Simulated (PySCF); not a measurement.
# C3H8O2Si: the cost of one run

Computed with PySCF 2.14.0, with density-fitted response routines of our own, on a single molecule in the gas phase. Atoms count from 0, in the outputs and in this text.

**1. The molecule as given**

14 atoms, charge 0, multiplicity 1; geometry from: PBE0-D3(BJ)/def2-SVP.

Bonds of the start (Å): C0–C1 1.50, C1–O2 1.22, C1–C3 1.50, C3–Si4 1.90, Si4–O5 1.66, C0–H6 1.10, C0–H7 1.10, C0–H8 1.10, C3–H9 1.10, C3–H10 1.10, Si4–H11 1.49, Si4–H12 1.50, O5–H13 0.97.

**2. Nuclear shieldings: HF/pcSseg-1**

Job settings and geometry (Å):

```
{"job": {"kind": "nmr", "xc": "HF", "basis": "pcSseg-1", "pop": false}, "charge": 0, "multiplicity": 1}
C     -2.067789     0.103081    -0.539537
C     -0.680015    -0.463555    -0.438796
O     -0.494512    -1.650134    -0.237924
C      0.478753     0.485609    -0.561347
Si     1.616687     0.292299     0.952851
O      1.959226    -1.322593     1.079730
H     -2.211036     0.574726    -1.524763
H     -2.811387    -0.689050    -0.389653
H     -2.202021     0.895023     0.214791
H      0.168986     1.526481    -0.735038
H      1.095229     0.158567    -1.416517
H      2.871149     1.067809     0.743144
H      0.906908     0.837338     2.152677
H      1.239071    -1.845211     0.682467
```

Level: GIAO HF/pcSseg-1 NMR shielding, non-relativistic, gas phase.

The run is started by

```sh
OMP_NUM_THREADS=1 python probes_run.py task.json out
```

The driver reads the jobs from task.json and runs them one after another.

**Question.** How long does this first job take on 1 thread of Arm Neoverse V1, shared host, and how much memory does it need?

About 7.4 s, with a peak of 0.82 GiB.
